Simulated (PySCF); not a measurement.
**C9H14O3: NMR shifts at several levels of theory**

How much do the NMR shifts of C9H14O3 (`CC1(C)C(=O)C(O)=C(O)C1(C)C`) depend on the level of theory, and what does each level cost?

Computed with PySCF 2.14.0, with density-fitted response routines of our own, on a single molecule in the gas phase. Atoms count from 0, in the outputs and in this text.

### Step 1. The starting structure

26 atoms, charge 0, multiplicity 1; geometry from: GFN2-xTB.

Bonds of the start (Å): C0–C1 1.53, C1–C2 1.54, C1–C3 1.53, C3–O4 1.22, C3–C5 1.45, C5–O6 1.37, C5–C7 1.35, C7–O8 1.34, C7–C9 1.51, C9–C10 1.54, C9–C11 1.53, C9–C1 1.56, C0–H12 1.09, C0–H13 1.09, C0–H14 1.09, C2–H15 1.09, C2–H16 1.09, C2–H17 1.09, O6–H18 0.97, O8–H19 0.97, C10–H20 1.09, C10–H21 1.09, C10–H22 1.09, C11–H23 1.09, C11–H24 1.09, C11–H25 1.09.

### Step 2. Optimising the geometry at PBE0-D3(BJ)/def2-SVP

The job: settings as JSON, then the geometry in Å.

```
{"job": {"xc": "PBE0", "basis": "def2-SVP", "d3": "d3bj", "grid": 1, "kind": "geom"}, "charge": 0, "multiplicity": 1}
C     -2.386310    -0.323440    -0.798800
C     -1.143170    -0.280370     0.084680
C     -1.531520    -0.762240     1.491870
C     -0.083530    -1.276530    -0.383430
O     -0.265400    -2.402370    -0.804720
C      1.209560    -0.659010    -0.162180
O      2.390210    -1.340220    -0.304230
C      1.065040     0.635820     0.182410
O      2.033320     1.519830     0.472410
C     -0.377900     1.079170     0.121240
C     -0.543100     1.872530    -1.185580
C     -0.731830     1.999390     1.289290
H     -3.141170     0.368790    -0.433420
H     -2.154120    -0.085030    -1.831770
H     -2.795780    -1.330590    -0.775640
H     -0.669030    -0.771220     2.154270
H     -1.918840    -1.776670     1.424150
H     -2.303880    -0.127010     1.916630
H      2.152510    -2.235140    -0.586390
H      2.889960     1.076780     0.403080
H     -0.291000     1.259010    -2.047280
H      0.125590     2.730170    -1.169190
H     -1.562570     2.233090    -1.287270
H     -0.515270     1.534330     2.245650
H     -1.785030     2.264930     1.254110
H     -0.141250     2.909160     1.216880
```

Log:

```text
step   0  E = -576.01345559  max force = 0.018108
step   1  E = -576.01568274  max force = 0.004589
step   2  E = -576.01585828  max force = 0.003149
step   3  E = -576.01594007  max force = 0.001630
step   4  E = -576.01598307  max force = 0.001552
step   5  E = -576.01601862  max force = 0.001332
step   6  E = -576.01603177  max force = 0.000889
step   7  E = -576.01601803  max force = 0.000728
step   8  E = -576.01600547  max force = 0.000916
step   9  E = -576.01600632  max force = 0.001245
step  10  E = -576.01601684  max force = 0.000740
step  11  E = -576.01602553  max force = 0.000217
step  12  E = -576.01603192  max force = 0.000140
optimisation converged
```

It took 5 min on 8 threads of Intel Xeon Platinum 8259CL at 2.50GHz (Skylake/Cascade Lake), shared host.

Step by step:

| step | energy from step 0 (eV) | largest force component (eV/Å) |
| --- | --- | --- |
| 0 | 0.0000 | 0.9312 |
| 1 | -0.0606 | 0.2360 |
| 2 | -0.0654 | 0.1619 |
| 3 | -0.0676 | 0.0838 |
| 4 | -0.0688 | 0.0798 |
| 5 | -0.0697 | 0.0685 |
| 6 | -0.0701 | 0.0457 |
| 7 | -0.0697 | 0.0374 |
| 8 | -0.0694 | 0.0471 |
| 9 | -0.0694 | 0.0640 |
| 10 | -0.0697 | 0.0381 |
| 11 | -0.0699 | 0.0112 |
| 12 | -0.0701 | 0.0072 |

Distances of close pairs at the start and the end, largest changes first:

| bond | before (Å) | after (Å) | change (Å) |
| --- | --- | --- | --- |
| C5–O6 | 1.370 | 1.346 | -0.025 |
| C1–C9 | 1.561 | 1.579 | +0.019 |
| C11–H24 | 1.087 | 1.100 | +0.014 |
| C10–H22 | 1.086 | 1.100 | +0.014 |
| C0–H12 | 1.087 | 1.101 | +0.014 |
| C2–H17 | 1.086 | 1.100 | +0.013 |
| C0–H13 | 1.085 | 1.098 | +0.013 |
| C11–H25 | 1.087 | 1.100 | +0.013 |

The final coordinates are the input of the step that follows.

| at the end point | value |
| --- | --- |
| point group (found at 0.08 Å tolerance) | C1 |
| rotational constants (GHz, main isotopes) | 1.088, 1.067, 0.698 |
| dipole moment (D) | 2.14 |

### Step 3. Nuclear shieldings: PBE0/pcSseg-1

The job: settings as JSON, then the geometry in Å.

```
{"job": {"kind": "nmr", "xc": "PBE0", "basis": "pcSseg-1", "pop": false}, "charge": 0, "multiplicity": 1}
C     -2.376585    -0.264191    -0.810719
C     -1.170461    -0.254825     0.122556
C     -1.638705    -0.657778     1.527796
C     -0.161683    -1.325489    -0.293544
O     -0.398911    -2.481957    -0.594078
C      1.168304    -0.770389    -0.198912
O      2.276441    -1.508618    -0.394576
C      1.095481     0.551918     0.073200
O      2.106812     1.410126     0.213262
C     -0.318187     1.074770     0.115828
C     -0.535918     1.918935    -1.149434
C     -0.535642     1.977230     1.332643
H     -3.125064     0.480890    -0.499765
H     -2.105006    -0.065960    -1.855882
H     -2.845038    -1.258314    -0.777618
H     -0.805613    -0.691243     2.244861
H     -2.081176    -1.663539     1.482095
H     -2.400558     0.037016     1.910813
H      1.958186    -2.407571    -0.578368
H      2.938878     0.929903     0.104907
H     -0.392495     1.324659    -2.062952
H      0.189003     2.745988    -1.169675
H     -1.546544     2.352430    -1.169652
H     -0.289978     1.476003     2.277952
H     -1.582256     2.313655     1.382289
H      0.102207     2.869511     1.253745
```

Level: GIAO PBE0/pcSseg-1 NMR shielding, non-relativistic, gas phase.

Log:

```text
coarse grid: 21712 points
cycle   1  E = -576.0122655375  dE =  1.961e+00  |g| = 1.081e+00  |ddm| = 4.774e+00
cycle   2  E = -575.4365195601  dE =  5.757e-01  |g| = 2.030e+00  |ddm| = 3.335e+00
cycle   3  E = -576.2101718328  dE = -7.737e-01  |g| = 3.652e-01  |ddm| = 2.654e+00
cycle   4  E = -576.2371397108  dE = -2.697e-02  |g| = 1.118e-01  |ddm| = 4.860e-01
cycle   5  E = -576.2391037384  dE = -1.964e-03  |g| = 4.906e-02  |ddm| = 1.519e-01
cycle   6  E = -576.2396383594  dE = -5.346e-04  |g| = 1.284e-02  |ddm| = 6.525e-02
cycle   7  E = -576.2396734845  dE = -3.513e-05  |g| = 4.346e-03  |ddm| = 1.551e-02
cycle   8  E = -576.2396770896  dE = -3.605e-06  |g| = 1.046e-03  |ddm| = 5.194e-03
final grid: 209704 points
cycle   9  E = -576.3438595259  dE = -8.504e-05  |g| = 1.722e-02  |ddm| = 6.475e-02
cycle  10  E = -576.3437221841  dE =  1.373e-04  |g| = 3.148e-02  |ddm| = 4.806e-02
cycle  11  E = -576.3439172691  dE = -1.951e-04  |g| = 4.492e-03  |ddm| = 3.499e-02
cycle  12  E = -576.3439213709  dE = -4.102e-06  |g| = 6.743e-04  |ddm| = 4.729e-03
cycle  13  E = -576.3439214385  dE = -6.766e-08  |g| = 3.178e-04  |ddm| = 1.051e-03
cycle  14  E = -576.3439214589  dE = -2.037e-08  |g| = 7.612e-05  |ddm| = 3.706e-04
cycle  15  E = -576.3439214601  dE = -1.159e-09  |g| = 3.308e-05  |ddm| = 1.218e-04
cycle  16  E = -576.3439214603  dE = -2.372e-10  |g| = 6.869e-06  |ddm| = 3.723e-05
converged SCF energy = -576.3439214603

GIAO shielding tensors (ppm)
atom      isotropic    diamagn.    paramagn.     s11        s22        s33       span
  0 C      165.316     244.897     -79.581    153.783    160.584    181.581     27.798
  1 C      136.596     251.342    -114.746    127.920    131.692    150.176     22.255
  2 C      156.164     246.322     -90.158    139.646    149.196    179.650     40.003
  3 C      -20.728     254.289    -275.017   -102.447    -40.972     81.233    183.680
  4 O     -174.031     400.707    -574.738   -630.894   -297.676    406.478   1037.372
  5 C       53.267     258.759    -205.492     -1.287     47.466    113.621    114.908
  6 O      275.401     387.960    -112.558    226.971    260.751    338.482    111.511
  7 C       15.232     256.317    -241.086    -55.686      1.143    100.239    155.925
  8 O      207.270     387.921    -180.651    137.549    171.063    313.198    175.649
  9 C      141.290     245.131    -103.841    133.377    136.433    154.061     20.684
 10 C      155.362     246.135     -90.773    134.969    150.586    180.530     45.561
 11 C      164.105     245.405     -81.300    150.611    160.302    181.401     30.790
 12 H       30.636      30.899      -0.263     26.826     28.575     36.507      9.681
 13 H       30.438      30.811      -0.373     25.147     29.607     36.560     11.413
 14 H       29.819      30.482      -0.663     25.366     27.814     36.277     10.911
 15 H       30.455      31.100      -0.646     26.143     28.973     36.248     10.106
 16 H       30.018      30.945      -0.927     25.874     28.146     36.034     10.160
 17 H       30.305      31.225      -0.921     26.392     28.687     35.835      9.444
 18 H       26.893      33.198      -6.304     16.970     26.043     37.668     20.698
 19 H       26.406      32.433      -6.027     17.310     26.347     35.561     18.252
 20 H       30.522      30.904      -0.382     26.498     28.607     36.460      9.962
 21 H       29.658      30.243      -0.585     25.469     28.344     35.161      9.692
 22 H       30.142      31.101      -0.959     26.306     28.190     35.929      9.623
 23 H       30.272      30.534      -0.262     25.556     28.935     36.324     10.768
 24 H       30.375      31.004      -0.629     26.457     28.377     36.293      9.836
 25 H       29.895      29.939      -0.044     25.503     28.268     35.914     10.412
```

Wall time 67 s (8 threads of Intel Xeon Platinum 8259CL at 2.50GHz (Skylake/Cascade Lake), shared host).

Shifts follow as δ = σ(reference) − σ, with reference shieldings (ppm) from runs at the same level and on the same kind of geometry: ¹H TMS 31.27, ¹³C TMS 184.4, ¹⁷O H2O 334.6. The references are single molecules in the gas phase, so shifts against H2O, NH3, PH3, H3PO4 or CFCl3 are not on the usual liquid scales and can be off by tens of ppm. Atoms listed in one row are averaged.

| atoms | environment | σ (ppm) | δ (ppm) | δ scaled to CDCl3 |
| --- | --- | --- | --- | --- |
| C3 | ketone carbonyl carbon | -20.7 | 205.1 | 198.7 |
| C7 | alkene carbon bearing oxygen | 15.2 | 169.2 | 163.8 |
| C5 | alkene carbon bearing oxygen | 53.3 | 131.1 | 126.8 |
| C1 | quaternary sp3 carbon α to a carbonyl | 136.6 | 47.8 | 45.9 |
| C9 | allylic quaternary sp3 carbon | 141.3 | 43.1 | 41.4 |
| C10, C11 | methyl carbon | 159.7 | 24.7 | 23.5 |
| C0, C2 | methyl carbon | 160.7 | 23.7 | 22.5 |
| H19 | hydrogen on an enol oxygen | 26.41 | 4.86 | – |
| H18 | hydrogen on an enol oxygen | 26.89 | 4.37 | – |
| H20, H21, H22, H23, H24, H25 | hydrogen on a methyl carbon | 30.14 | 1.12 | 1.28 |
| H12, H13, H14, H15, H16, H17 | hydrogen on a methyl carbon | 30.28 | 0.99 | 1.15 |
| O4 | ketone oxygen | -174.0 | 508.6 | – |
| O8 | enol oxygen | 207.3 | 127.3 | – |
| O6 | enol oxygen | 275.4 | 59.2 | – |

The scaled column applies a straight-line fit of computed shieldings to shifts measured in CDCl3 (root-mean-square error 0.21 ppm for H, 2.0 ppm for C).

Ring of atoms C1, C3, C5, C7, C9: NICS(0) -4.5, NICS(1) -3.9, NICS(1)zz -2.4 ppm (means of both faces). The ring holds saturated atoms, so no π current runs round it: these values come from its σ bonds, any local π bonds and neighbouring rings, and say nothing of aromaticity.

### Step 4. Nuclear shieldings: PBE/pcSseg-1

The job, as its differences from that of step 3:

```diff
@@ -1,2 +1,2 @@
-{"job": {"kind": "nmr", "xc": "PBE0", "basis": "pcSseg-1", "pop": false}, "charge": 0, "multiplicity": 1}
+{"job": {"kind": "nmr", "xc": "PBE", "basis": "pcSseg-1", "pop": false}, "charge": 0, "multiplicity": 1}
 C     -2.376585    -0.264191    -0.810719
```

Method: GIAO PBE/pcSseg-1 NMR shielding, non-relativistic, gas phase.

Log:

```text
coarse grid: 21712 points
cycle   1  E = -575.8437668308  dE =  1.613e+00  |g| = 1.274e+00  |ddm| = 4.839e+00
cycle   2  E = -574.3674926399  dE =  1.476e+00  |g| = 2.889e+00  |ddm| = 4.948e+00
cycle   3  E = -576.0041385986  dE = -1.637e+00  |g| = 8.264e-01  |ddm| = 4.346e+00
cycle   4  E = -576.1556083934  dE = -1.515e-01  |g| = 2.196e-01  |ddm| = 1.090e+00
cycle   5  E = -576.1556223702  dE = -1.398e-05  |g| = 2.093e-01  |ddm| = 4.638e-01
cycle   6  E = -576.1667221811  dE = -1.110e-02  |g| = 4.426e-02  |ddm| = 2.789e-01
cycle   7  E = -576.1671240490  dE = -4.019e-04  |g| = 1.610e-02  |ddm| = 5.786e-02
cycle   8  E = -576.1671757924  dE = -5.174e-05  |g| = 4.070e-03  |ddm| = 2.101e-02
cycle   9  E = -576.1671789049  dE = -3.113e-06  |g| = 1.619e-03  |ddm| = 5.927e-03
final grid: 209704 points
cycle  10  E = -576.3079895117  dE = -7.971e-05  |g| = 2.732e-02  |ddm| = 9.156e-02
cycle  11  E = -576.3070681646  dE =  9.213e-04  |g| = 7.249e-02  |ddm| = 9.467e-02
cycle  12  E = -576.3080991564  dE = -1.031e-03  |g| = 1.400e-02  |ddm| = 8.205e-02
cycle  13  E = -576.3081426752  dE = -4.352e-05  |g| = 2.902e-03  |ddm| = 1.660e-02
cycle  14  E = -576.3081442996  dE = -1.624e-06  |g| = 9.893e-04  |ddm| = 4.055e-03
cycle  15  E = -576.3081445317  dE = -2.321e-07  |g| = 3.731e-04  |ddm| = 1.510e-03
cycle  16  E = -576.3081445622  dE = -3.048e-08  |g| = 8.241e-05  |ddm| = 4.638e-04
cycle  17  E = -576.3081445635  dE = -1.292e-09  |g| = 2.486e-05  |ddm| = 1.181e-04
cycle  18  E = -576.3081445636  dE = -1.428e-10  |g| = 6.507e-06  |ddm| = 4.379e-05
converged SCF energy = -576.3081445636

GIAO shielding tensors (ppm)
atom      isotropic    diamagn.    paramagn.     s11        s22        s33       span
  0 C      160.491     245.029     -84.538    148.354    155.436    177.683     29.330
  1 C      129.529     252.464    -122.935    120.046    125.509    143.031     22.985
  2 C      150.606     246.307     -95.701    133.118    143.013    175.687     42.569
  3 C      -19.609     254.707    -274.316    -95.657    -36.682     73.511    169.168
  4 O     -163.715     400.693    -564.408   -609.321   -278.260    396.435   1005.756
  5 C       49.760     260.117    -210.357     -2.369     42.132    109.517    111.886
  6 O      261.319     387.261    -125.942    209.778    242.173    332.005    122.226
  7 C       12.968     256.898    -243.930    -47.986     -5.627     92.518    140.504
  8 O      191.807     386.856    -195.049    115.924    156.135    303.361    187.437
  9 C      134.020     246.244    -112.224    126.216    129.322    146.523     20.307
 10 C      150.186     246.081     -95.895    129.201    144.639    176.719     47.519
 11 C      159.333     245.383     -86.050    145.198    155.252    177.548     32.350
 12 H       30.583      30.810      -0.227     27.033     28.618     36.099      9.066
 13 H       30.355      31.134      -0.779     25.234     29.611     36.222     10.988
 14 H       29.770      30.519      -0.748     25.548     27.915     35.847     10.299
 15 H       30.352      31.498      -1.146     26.246     28.913     35.897      9.651
 16 H       29.938      31.001      -1.064     26.069     28.198     35.546      9.476
 17 H       30.210      31.112      -0.902     26.483     28.709     35.438      8.955
 18 H       26.877      33.605      -6.728     17.659     26.228     36.743     19.084
 19 H       26.389      32.635      -6.246     17.873     26.691     34.604     16.731
 20 H       30.405      31.266      -0.860     26.507     28.626     36.083      9.575
 21 H       29.586      30.314      -0.728     25.632     28.377     34.749      9.117
 22 H       30.024      30.990      -0.966     26.361     28.203     35.508      9.146
 23 H       30.181      30.817      -0.637     25.607     28.971     35.963     10.356
 24 H       30.280      30.892      -0.612     26.583     28.396     35.861      9.278
 25 H       29.832      29.953      -0.121     25.647     28.348     35.500      9.853
```

Run time: 53 s. Hardware: 8 threads of Intel Xeon Platinum 8259CL at 2.50GHz (Skylake/Cascade Lake), shared host.

This run: δ C3 199.6, C7 167.1, C5 130.3, C1 50.5, H19 4.81, H18 4.32 ppm.

### Step 5. NMR shieldings: wB97X-D/pcSseg-1

The job, as its differences from that of step 4:

```diff
@@ -1,2 +1,2 @@
-{"job": {"kind": "nmr", "xc": "PBE", "basis": "pcSseg-1", "pop": false}, "charge": 0, "multiplicity": 1}
+{"job": {"kind": "nmr", "xc": "wB97X-D", "basis": "pcSseg-1", "pop": false}, "charge": 0, "multiplicity": 1}
 C     -2.376585    -0.264191    -0.810719
```

With the program's defaults for keys left out, this is: GIAO wB97X-D/pcSseg-1 NMR shielding, non-relativistic, gas phase.

Log:

```text
coarse grid: 21712 points
cycle   1  E = -576.4534470372  dE =  2.449e+00  |g| = 1.133e+00  |ddm| = 4.697e+00
cycle   2  E = -576.1892031009  dE =  2.642e-01  |g| = 1.699e+00  |ddm| = 2.847e+00
cycle   3  E = -576.6976373311  dE = -5.084e-01  |g| = 1.733e-01  |ddm| = 1.914e+00
cycle   4  E = -576.7026385753  dE = -5.001e-03  |g| = 8.813e-02  |ddm| = 2.284e-01
cycle   5  E = -576.7039829691  dE = -1.344e-03  |g| = 1.926e-02  |ddm| = 8.980e-02
cycle   6  E = -576.7040775094  dE = -9.454e-05  |g| = 6.398e-03  |ddm| = 2.831e-02
cycle   7  E = -576.7040913757  dE = -1.387e-05  |g| = 2.067e-03  |ddm| = 1.283e-02
cycle   8  E = -576.7040939491  dE = -2.573e-06  |g| = 1.188e-03  |ddm| = 6.907e-03
final grid: 209704 points
cycle   9  E = -576.8084409028  dE = -3.441e-04  |g| = 5.369e-03  |ddm| = 7.455e-02
cycle  10  E = -576.8084465980  dE = -5.695e-06  |g| = 3.832e-03  |ddm| = 1.255e-02
cycle  11  E = -576.8084492038  dE = -2.606e-06  |g| = 1.337e-03  |ddm| = 3.893e-03
cycle  12  E = -576.8084495880  dE = -3.842e-07  |g| = 4.580e-04  |ddm| = 2.137e-03
cycle  13  E = -576.8084496369  dE = -4.891e-08  |g| = 1.313e-04  |ddm| = 5.265e-04
cycle  14  E = -576.8084496414  dE = -4.448e-09  |g| = 6.088e-05  |ddm| = 2.856e-04
cycle  15  E = -576.8084496425  dE = -1.119e-09  |g| = 2.637e-05  |ddm| = 8.663e-05
cycle  16  E = -576.8084496427  dE = -2.176e-10  |g| = 7.444e-06  |ddm| = 5.668e-05
converged SCF energy = -576.8084496427

GIAO shielding tensors (ppm)
atom      isotropic    diamagn.    paramagn.     s11        s22        s33       span
  0 C      165.122     244.855     -79.733    153.616    160.566    181.183     27.567
  1 C      136.537     251.393    -114.857    127.477    131.656    150.477     23.000
  2 C      156.148     246.343     -90.194    139.814    149.399    179.231     39.417
  3 C      -24.224     254.795    -279.019   -106.273    -47.917     81.519    187.791
  4 O     -173.273     401.494    -574.767   -629.553   -298.549    408.283   1037.836
  5 C       52.968     258.976    -206.008     -3.002     49.380    112.525    115.527
  6 O      281.523     388.454    -106.931    236.878    269.276    338.415    101.538
  7 C       14.176     256.920    -242.744    -61.325      3.326    100.527    161.853
  8 O      214.622     388.650    -174.028    151.385    178.189    314.292    162.907
  9 C      141.813     245.168    -103.355    133.718    136.666    155.053     21.335
 10 C      155.135     246.181     -91.047    134.925    150.512    179.967     45.043
 11 C      163.788     245.438     -81.650    150.335    160.068    180.963     30.628
 12 H       30.731      31.015      -0.284     26.911     28.675     36.609      9.698
 13 H       30.549      30.985      -0.436     25.299     29.738     36.610     11.311
 14 H       29.917      30.534      -0.617     25.475     27.916     36.361     10.886
 15 H       30.571      31.360      -0.788     26.271     29.115     36.328     10.057
 16 H       30.134      31.022      -0.889     25.977     28.276     36.147     10.170
 17 H       30.419      31.362      -0.943     26.506     28.812     35.940      9.434
 18 H       27.055      33.290      -6.235     17.005     26.136     38.023     21.018
 19 H       26.564      32.478      -5.914     17.370     26.394     35.928     18.557
 20 H       30.642      31.172      -0.531     26.652     28.724     36.549      9.897
 21 H       29.772      30.334      -0.562     25.593     28.470     35.254      9.662
 22 H       30.280      31.232      -0.953     26.454     28.335     36.050      9.596
 23 H       30.385      30.742      -0.357     25.721     29.043     36.390     10.669
 24 H       30.494      31.139      -0.644     26.583     28.489     36.410      9.827
 25 H       29.995      30.019      -0.024     25.629     28.373     35.985     10.356
```

It took 81 s on 8 threads of Intel Xeon Platinum 8259CL at 2.50GHz (Skylake/Cascade Lake), shared host.

In short: δ C3 208.8, C7 170.4, C5 131.6, C1 48.0, H19 4.82, H18 4.33 ppm.

[end of part 1 of 2]
